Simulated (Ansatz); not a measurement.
# TiAl: the cost of one run

Computed with Ansatz 0.2.0 (DFT r2SCAN, scalar-relativistic, plane waves, PAW, unless a step's input says otherwise).

### 1 The starting structure

Symmetry: P4/mmm, No. 123, tetragonal system. The conventional cell has a = 2.828 Å, b = 2.828 Å, c = 4.070 Å, α = 90.00°, β = 90.00°, γ = 90.00°. Ti (site symmetry 4/mmm) is surrounded by 4 Ti at 2.83 Å and 8 Al at 2.85 Å. Around Al (site symmetry 4/mmm) lie 4 Al at 2.83 Å and 8 Ti at 2.85 Å.

As a file:

```
CELL_PARAMETERS angstrom
2.82843 0.00000 0.00000
0.00000 2.82843 0.00000
0.00000 0.00000 4.07000
ATOMIC_POSITIONS crystal
Ti 0.00000 0.00000 0.00000
Al 0.50000 0.50000 0.50000
```

### 2 Relaxing cell and atoms: TiAl, no spin

input.yaml

```yaml
crystal:
  lattice:
    - [2.8284271247, 0.0, 0.0]
    - [0.0, 2.8284271247, 0.0]
    - [0.0, 0.0, 4.07]
  atoms:
    - { symbol: Ti, position: [0.0, 0.0, 0.0] }
    - { symbol: Al, position: [0.5, 0.5, 0.5] }
scf:
  occupations: { method: gaussian, width: 0.1 }
output:
  forces: true
  stress: true
  eigenvalues: true
  write_density: true
  write_potential: true
  elf: true
  volumetric_format: npy
kpoints:
  mp_grid: { grid: [20, 20, 14] }
hamiltonian:
  xc: r2scan
relax:
  f_tol: 0.003
  max_steps: 60
  cell: { stress_tol: 0.02 }
```

On the command line:

```
> ansatz run input.yaml --threads 4 --pin off --max-ram 8192MiB --backend cpu --events-out ev --progress --plain --runs-dir out
```

Q: Estimate wall time and peak memory on 4 threads of AMD EPYC 9R45 (Zen 5), shared host.

About 11 s, with a peak of 0.69 GiB.
